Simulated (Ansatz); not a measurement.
# Cs: the cost of one run

Program: Ansatz 0.2.0. Level of theory: DFT LDA, scalar-relativistic. These are calculated values, not measurements.

## (1) The starting structure

It takes space group Im-3m (No. 229, cubic). The conventional cell has a = 6.045 Å, b = 6.045 Å, c = 6.045 Å, α = 90.00°, β = 90.00°, γ = 90.00°.

As a file:

```
Cs
1.0
    -3.02250    3.02250    3.02250
     3.02250   -3.02250    3.02250
     3.02250    3.02250   -3.02250
Cs
1
Direct
  0.00000 0.00000 0.00000
```

## (2) After the deformation

Space group Im-3m before, I4/mmm after.

## (3) All-electron LAPW

Input file input.yaml:

```yaml
crystal:
  lattice:
    - [-2.96205, 2.96205, 3.0225]
    - [2.96205, -2.96205, 3.0225]
    - [2.96205, 2.96205, -3.0225]
  atoms:
    - { symbol: Cs, position: [0.0, 0.0, 0.0] }
kpoints:
  mp_grid: { grid: [9, 9, 9] }
  band_path:
    path:
      - [0.0, 0.0, 0.0]
      - [0.0, 0.0, 0.5]
      - [0.25, 0.25, 0.25]
      - [0.0, 0.5, 0.0]
      - [0.0, 0.0, 0.0]
      - [0.5, 0.5, -0.5]
      - [0.4901, 0.5099, -0.4901]
      - [-0.4901, 0.4901, 0.4901]
      - [0.0, 0.0, 0.0]
    npoints: 5
scf:
  occupations: { method: fermi_dirac, width: 0.05 }
hamiltonian:
  xc: lda
  pseudopotentials: { kind: all_electron, lapw: { basis_error: 0.001 } }
output:
  forces: true
  stress: true
  eigenvalues: true
```

Run with:

```console
$ ansatz run input.yaml --threads 1 --pin off --max-ram 3072MiB --backend cpu --events-out ev --progress --plain --runs-dir out
```

Q: Estimate wall time and peak memory on 1 thread of Arm Neoverse V1, shared host.

About 4.6 s, with a peak of 0.22 GiB.
